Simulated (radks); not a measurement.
**Cr²⁺ in [Ne] 3s2 3p5 3d5: an all-electron calculation**

One table from this session's results is given with a row withheld; the runs are named, their logs left out.

Program: radks (a radial shooting solver on a logarithmic mesh, Libxc functionals) version 1. Level of theory: Dirac Kohn-Sham, AM05, spin-unpolarised, spherical densities, finite nucleus; open shells are shared between the two j in proportion to 2j + 1. These are calculated values, not measurements, unless marked.

### What is computed

```
element            : chromium (Z = 24)
charge             : +2
electrons          : 22
configuration      : [Ne] 3s2 3p5 3d5
nuclear rms radius : 3.6452 fm
```

Outer shells as boxes (Hund's rule):

Cr²⁺
```
[Ne] core
3s [↑↓]
3p [↑↓][↑↓][↑ ]
3d [↑ ][↑ ][↑ ][↑ ][↑ ]
```

The first run:

The run's settings:

```text
Z 24
configuration [Ne] 3s2 3p5 3d5
relativity Dirac
functional am05,am05
spin unpolarised
j_filling average
nucleus finite rms 3.6452 fm
c 137.035999084
```

Command:

```sh
$ python run_ks.py task.json out
```

All runs below come from this command, one after another.

Among the steps run: Self-consistent calculation.

One of the session's tables, all rows but one given; the rest of the session is left out.

It belongs to the step «Radial structure». Radial moments (bohr):

| level | <r> | outermost maximum (interpolated) | 90 % within | nodes |
| --- | --- | --- | --- | --- |
| 1s1/2 | ? | ? | ? | ? |
| 2s1/2 | 0.2933 | 0.244 | 0.455 | 1 |
| 2p1/2 | 0.2579 | 0.196 | 0.424 | 0 |
| 2p3/2 | 0.2608 | 0.198 | 0.428 | 0 |
| 3s1/2 | 0.8966 | 0.776 | 1.34 | 2 |
| 3p1/2 | 0.9470 | 0.790 | 1.46 | 1 |
| 3p3/2 | 0.9555 | 0.797 | 1.47 | 1 |
| 3d3/2 | 1.198 | 0.811 | 2.05 | 0 |
| 3d5/2 | 1.202 | 0.813 | 2.05 | 0 |

**Question.** Estimate the row for 1s1/2.

**Answer.** <r>: 0.06364; outermost maximum (interpolated): 0.0417; 90 % within: 0.114; nodes: 0. In the column «<r>» it is the lowest.
